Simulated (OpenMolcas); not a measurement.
# Os²⁺ among point charges: CASSCF levels and susceptibility

How does a field of 6 point charges split the states of Os²⁺, and what χT follows?

Method: state-averaged CASSCF, spin-orbit coupling by RASSI with atomic mean-field integrals. Code: OpenMolcas 26.06.

1 further run of the same task is left out (it didn't finish).

### 1 What is computed

- Species: Os²⁺ (osmium, Z = 76, 74 electrons)
- Basis: ANO-RCC-VDZP [7s6p4d2f1g], 68 functions
- Scalar Hamiltonian: DKH2, point nucleus
- Inactive shells: 1s 2s 2p 3s 3p 3d 4s 4p 4d 4f 5s 5p
- Active space: 6 electrons in 5 orbitals (5d)
- Some configurations of this space: 5d⁶
- Orbitals: optimised for each spin and parity, averaged over all roots

The outer shells:

5d6
```
5d [↑↓][↑ ][↑ ][↑ ][↑ ]
```

The ion sits among 6 point charges of -1.7 e arranged as a tetragonal octahedron (D4h), 2.21 Å from the ion, with the axial distance 1.945 Å. The active orbitals were held to one l.

The work runs as a chain of OpenMolcas steps in one folder; each step below is one input file. Labels, J, g values, rates, χT and fits are worked out afterwards by a script from the matrices that RASSI stores. The input lists half of the charges; inversion (Group=XYZ) makes the rest.

### 2 Basis and integrals

a.inp reads:

```
&GATEWAY
Coord
1

Os 0.0 0.0 0.0
Basis=ANO-RCC-VDZP
Group=XYZ
NoMove
AngMom=0.0 0.0 0.0
AMFI
XField
3 Angstrom 0
2.210000 0.000000 0.000000 -1.700000
0.000000 2.210000 0.000000 -1.700000
0.000000 0.000000 1.944800 -1.700000
&SEWARD
```

Run with:

```console
OMP_NUM_THREADS=1 MOLCAS_MEM=1689 MOLCAS_PROJECT=a pymolcas a.inp > a.log
```

### 3 Reference wave functions, quintets of even parity, 5 roots

a.inp reads:

```
&RASSCF
FileOrb=start.orb
Symmetry=1
Spin=5
nActEl=6 0 0
Inactive=15 19
Ras2=5 0
CIRoot=5 5 1
SDav=5
CIMx=300
Iter=120 100
PrWF=0.3
OrbListing=Nothing
MaxOrb=0
SupSym
1
20 4 5 6 7 8 10 11 12 13 14 16 17 18 19 20 23 24 25 26 27
0
>>> COPY $Project.JobIph JOB001
```

start.orb holds the contracted functions of the basis, ordered by shell, or the orbitals of the step before.

### 4 Reference wave functions, triplets of even parity, 45 roots

a.inp reads:

```
&RASSCF
FileOrb=start.orb
Symmetry=1
Spin=3
nActEl=6 0 0
Inactive=15 19
Ras2=5 0
CIRoot=45 45 1
SDav=45
CIMx=300
Iter=120 100
PrWF=0.3
OrbListing=Nothing
MaxOrb=0
SupSym
1
20 4 5 6 7 8 10 11 12 13 14 16 17 18 19 20 23 24 25 26 27
0
>>> COPY $Project.JobIph JOB002
```

### 5 Reference wave functions, singlets of even parity, 50 roots

a.inp reads:

```
&RASSCF
FileOrb=start.orb
Symmetry=1
Spin=1
nActEl=6 0 0
Inactive=15 19
Ras2=5 0
CIRoot=50 50 1
SDav=50
CIMx=300
Iter=120 100
PrWF=0.3
OrbListing=Nothing
MaxOrb=0
SupSym
1
20 4 5 6 7 8 10 11 12 13 14 16 17 18 19 20 23 24 25 26 27
0
>>> COPY $Project.JobIph JOB003
```

### 6 State interaction with spin-orbit coupling

a.inp reads:

```
&RASSI
NrOfJobIphs=3 5 45 50
1 2 3 4 5
1 2 3 4 5 6 7 8 9 10 11 12 13 14 15 16 17 18 19 20 21 22 23 24 25 26 27
28 29 30 31 32 33 34 35 36 37 38 39 40 41 42 43 44 45
1 2 3 4 5 6 7 8 9 10 11 12 13 14 15 16 17 18 19 20 21 22 23 24 25 26 27
28 29 30 31 32 33 34 35 36 37 38 39 40 41 42 43 44 45 46 47 48 49 50
IphNames
JOB001
JOB002
JOB003
EJob
SpinOrbit
DIPRint=1.0
SOCoupling=1000.0
Subsets=2
Property=9
'ANGMOM' 1 'ANGMOM' 2 'ANGMOM' 3 'MLTPL  1' 1 'MLTPL  1' 2 'MLTPL  1' 3
'AMFI' 1 'AMFI' 2 'AMFI' 3
SOProperty=3
'ANGMOM' 1 'ANGMOM' 2 'ANGMOM' 3
```

Before running it: what results should come out? Wanted: spin-free ground state; first state of the same spin within the active space; lowest level; next level.

The runs gave:

| quantity | value |
| --- | --- |
| method | CASSCF |
| spin-free ground state | 5B2, 1-fold in its orbital part |
| first state of the same spin within the active space | 5E at 4510 cm⁻¹ |
| lowest level | 1-fold A1 |
| next level | 674.1 cm⁻¹ |
| χT at 300 K | 1.68 cm³ K/mol |
| effective moment at 300 K | 3.67 μB |

What this shows: The spin-free ground state (5B2) comes to 100 % from free-ion D terms and keeps the highest spin of the shell. χT at 300 K is 1.68, against 3.01 cm³ K/mol for the spin alone, so spin-orbit coupling lowers it. An active space of the d shell alone favours high spin; real ions in strong fields can be low spin. The field of point charges can differ much from that of real complexes. With metal d orbitals alone active, the gaps between spin states are rough; where two lie within a few thousand cm-1, their order is open. Point charges carry no covalency, so the field is a model and not that of real ligands.
